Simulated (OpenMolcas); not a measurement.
# doublet CH6GeSi+: levels of theory compared

Aim: a comparison of 6 runs (UHF/3-21G, UB3LYP/6-31G*, U-revPBE/cc-pVDZ, UPBE/cc-pVDZ, UPBE0/cc-pVDZ, USVWN5/cc-pVDZ) of doublet CH6GeSi+. 

The calculation is run with OpenMolcas 26.06.

### 1 The molecule

CH6GeSi+ has 9 atoms, charge +1, and is taken as a doublet. As SMILES of the parent species, `[CH2]1[SiH2][GeH2]1`. Geometry: relaxed at PBE0-D4/def2-TZVP. That shape belongs to the parent species and isn't relaxed for this state.

Bond lengths: C1–Si2 1.880 Å, C1–Ge3 2.007 Å, Si2–Ge3 2.297 Å, C1–H4 1.087 Å, C1–H5 1.087 Å, Si2–H6 1.482 Å, Si2–H7 1.482 Å, Ge3–H8 1.529 Å, Ge3–H9 1.529 Å. Some angles: C1–Si2–Ge3 56.4°, Si2–C1–Ge3 72.4°, C1–Ge3–Si2 51.3°, C1–Si2–H6 117.1°, C1–Si2–H7 117.1°, Ge3–Si2–H6 121.0°, Ge3–Si2–H7 120.9°, Si2–C1–H4 117.9°, Si2–C1–H5 117.9°, Ge3–C1–H4 115.8°.

### 2 The energy at UHF/3-21G (run 1)

Input file mol.inp:

```
* CH6GeSi Hartree-Fock
>>> EXPORT MOLCAS_PRINT=2

&gateway
 baslib = $CurrDir
 coord
 9
 angstrom
 C       -0.726700       0.082100      -0.693700
 Si       0.887500       0.879500      -0.151400
 Ge      -0.040700      -0.948100       0.885700
 H       -1.647500       0.636600      -0.532900
 H       -0.737600      -0.453300      -1.639500
 H        0.802100       2.227300       0.458900
 H        2.050400       0.731400      -1.058000
 H        0.399400      -2.377500       0.568600
 H       -0.898400      -0.824300       2.145300
 basis = 3-21G
 group = NoSym

&seward

&scf
 uhf
 charge = 1
 spin = 2
 thresholds = 1e-10 1e-07 1e-07 1e-05
 prorbitals = 1 1
```

The basis set 3-21G is read from a file made from the Basis Set Exchange's data (not shown).

Command:

```bash
export MOLCAS_MEM=1860
pymolcas mol.inp > mol.log
```

The log of the run:

```text
--- Start Module: gateway ---
[...]
--- Stop Module: gateway /rc=_RC_ALL_IS_WELL_ ---
--- Start Module: seward ---
[...]
      Basis functions           56
--- Stop Module: seward /rc=_RC_ALL_IS_WELL_ ---
[...]
--- Start Module: scf ---
[...]
       Convergence after  22 Iterations
[...]
::    Total SCF energy                              -2393.5173460645
[...]
      Total spin, S                                     0.5038648010
[...]
      Total electronic charge=   57.000000
      Total            charge=    1.000000
[...]
      Dipole Moment (debye):
      Origin of the operator (angstrom)=    0.1090   -0.3715    0.4407
                   X=  9.4327E-01               Y=  1.4009E+00               Z= -6.0358E-01           Total=  1.7935E+00
      Center of Charge (angstrom)
[...]
--- Stop Module: scf /rc=_RC_ALL_IS_WELL_ ---
[...]
```

Run time: 5.4 s. Hardware: 1 thread of AMD EPYC 7R43 (Zen 3), shared host; peak memory 0.39 GiB.

### 3 The energy at UB3LYP/6-31G(d) (spherical functions) (run 2)

Input file mol.inp:

```
&GATEWAY
 BasLib
 $CurrDir
 Coord
 9
 angstrom
 C       -0.726700       0.082100      -0.693700
 Si       0.887500       0.879500      -0.151400
 Ge      -0.040700      -0.948100       0.885700
 H       -1.647500       0.636600      -0.532900
 H       -0.737600      -0.453300      -1.639500
 H        0.802100       2.227300       0.458900
 H        2.050400       0.731400      -1.058000
 H        0.399400      -2.377500       0.568600
 H       -0.898400      -0.824300       2.145300
 Basis
 6-31Gs
 Group
 NoSym

&SEWARD
 GridInput
 Grid=UltraFine
 End of Grid

&SCF
 UHF
 Charge
 1
 Spin
 2
 KSDFT
 B3LYP
 Thresholds
 1e-10 1e-07 1e-07 1e-05
 PrOrbitals
 1 1
```

The basis set 6-31G* is read from a file made from the Basis Set Exchange's data (not shown).

Command:

```bash
export MOLCAS_MEM=1860
pymolcas mol.inp > mol.log
```

The log of the run:

```text
--- Start Module: gateway ---
[...]
--- Stop Module: gateway /rc=_RC_ALL_IS_WELL_ ---
--- Start Module: seward ---
[...]
      Basis functions           76
--- Stop Module: seward /rc=_RC_ALL_IS_WELL_ ---
[...]
--- Start Module: scf ---
[...]
       Convergence after  21 Iterations
[...]
::    Total KS-DFT energy                           -2407.6056147059
[...]
      Total spin, S                                     0.5010351445
[...]
      Total electronic charge=   57.000000
      Total            charge=    1.000000
[...]
      Dipole Moment (debye):
      Origin of the operator (angstrom)=    0.1090   -0.3715    0.4407
                   X=  4.7800E-01               Y=  1.3882E+00               Z= -9.7401E-01           Total=  1.7619E+00
      Center of Charge (angstrom)
[...]
--- Stop Module: scf /rc=_RC_ALL_IS_WELL_ ---
[...]
```

It took 58 s on 1 thread of AMD EPYC 7R43 (Zen 3), shared host; peak memory 0.43 GiB.

### 4 The energy at U-revPBE/cc-pVDZ (run 3)

Input file calc.inp:

```
&GATEWAY
BasLib=$CurrDir
Coord
9
angstrom
C       -0.726700       0.082100      -0.693700
Si       0.887500       0.879500      -0.151400
Ge      -0.040700      -0.948100       0.885700
H       -1.647500       0.636600      -0.532900
H       -0.737600      -0.453300      -1.639500
H        0.802100       2.227300       0.458900
H        2.050400       0.731400      -1.058000
H        0.399400      -2.377500       0.568600
H       -0.898400      -0.824300       2.145300
Basis=cc-pVDZ
Group=NoSym
&SEWARD
GridInput
Grid=UltraFine
End of Grid
&SCF
UHF
Charge=1
Spin=2
KSDFT=revPBE
Thresholds=1e-10 1e-07 1e-07 1e-05
PrOrbitals=0
```

The basis set cc-pVDZ is read from a file made from the Basis Set Exchange's data (not shown).

Command:

```bash
export MOLCAS_MEM=1860
pymolcas calc.inp > calc.log
```

The log of the run:

```text
--- Start Module: gateway ---
[...]
--- Stop Module: gateway /rc=_RC_ALL_IS_WELL_ ---
--- Start Module: seward ---
[...]
      Basis functions           89
--- Stop Module: seward /rc=_RC_ALL_IS_WELL_ ---
[...]
--- Start Module: scf ---
[...]
       Convergence after  20 Iterations
[...]
::    Total KS-DFT energy                           -2407.5818741787
[...]
      Total spin, S                                     0.5011876940
[...]
      Total electronic charge=   57.000000
      Total            charge=    1.000000
[...]
      Dipole Moment (debye):
      Origin of the operator (angstrom)=    0.1090   -0.3715    0.4407
                   X=  4.5647E-01               Y=  1.3640E+00               Z= -9.6802E-01           Total=  1.7338E+00
      Center of Charge (angstrom)
[...]
--- Stop Module: scf /rc=_RC_ALL_IS_WELL_ ---
[...]
```

Wall time 79 s (1 thread of AMD EPYC 7R43 (Zen 3), shared host); peak memory 0.49 GiB.

Runs 4 to 5 aren't shown in full; the table further down has their settings and results.

### 5 A single-point energy at USVWN5/cc-pVDZ (run 6)

Input file run.inp:

```
&GATEWAY
  BasLib = $CurrDir
  Coord
  9
  angstrom
  C       -0.726700       0.082100      -0.693700
  Si       0.887500       0.879500      -0.151400
  Ge      -0.040700      -0.948100       0.885700
  H       -1.647500       0.636600      -0.532900
  H       -0.737600      -0.453300      -1.639500
  H        0.802100       2.227300       0.458900
  H        2.050400       0.731400      -1.058000
  H        0.399400      -2.377500       0.568600
  H       -0.898400      -0.824300       2.145300
  Basis = cc-pVDZ
  Group = NoSym

&SEWARD
  GridInput
  Grid=UltraFine
  End of Grid

&SCF
  UHF
  Charge = 1
  Spin = 2
  KSDFT = SVWN5
  Thresholds = 1e-10 1e-07 1e-07 1e-05
  PrOrbitals = 1 2
```

The basis set cc-pVDZ is read from a file made from the Basis Set Exchange's data (not shown).

Command:

```bash
export MOLCAS_MEM=1860
pymolcas run.inp > run.log
```

The log of the run:

```text
--- Start Module: gateway ---
[...]
--- Stop Module: gateway /rc=_RC_ALL_IS_WELL_ ---
--- Start Module: seward ---
[...]
      Basis functions           89
--- Stop Module: seward /rc=_RC_ALL_IS_WELL_ ---
[...]
--- Start Module: scf ---
[...]
       Convergence after  19 Iterations
[...]
::    Total KS-DFT energy                           -2403.0893318623
[...]
      Total spin, S                                     0.5005462883
[...]
      Total electronic charge=   57.000000
      Total            charge=    1.000000
[...]
      Dipole Moment (debye):
      Origin of the operator (angstrom)=    0.1090   -0.3715    0.4407
                   X=  4.2672E-01               Y=  1.3791E+00               Z= -1.0074E+00           Total=  1.7604E+00
      Center of Charge (angstrom)
[...]
--- Stop Module: scf /rc=_RC_ALL_IS_WELL_ ---
[...]
```

Wall time 50 s (1 thread of AMD EPYC 7R43 (Zen 3), shared host); peak memory 0.49 GiB.

### 6 The series

```tsv
run	level	integration grid	energy (Eh)	HOMO energy (eV)	LUMO energy (eV)	⟨S²⟩	wall time
1	UHF/3-21G	–	-2393.517346	-16.01	-7.33	0.758	5.4 s
2	UB3LYP/6-31G* (spherical functions)	UltraFine	-2407.605615	-13.30	-10.84	0.752	58 s
3	U-revPBE/cc-pVDZ	UltraFine	-2407.581874	-12.40	-11.36	0.752	79 s
4	UPBE/cc-pVDZ	UltraFine	-2407.280888	-12.44	-11.45	0.752	77 s
5	UPBE0/cc-pVDZ	UltraFine	-2407.376582	-13.57	-10.57	0.753	80 s
6	USVWN5/cc-pVDZ	UltraFine	-2403.089332	-12.48	-11.73	0.751	50 s
```

### 7 What came out

| quantity | value |
| --- | --- |
| run 6: total energy | -2403.08933 Eh |
| run 6: HOMO energy (highest over α and β) | -12.48 eV |
| run 6: LUMO energy (lowest over α and β) | -11.73 eV |
| run 6: ⟨S²⟩ | 0.751 |

What this shows: Totals of different functionals can't be ranked against each other. All runs together took 5.8 min, the longest 80 s.
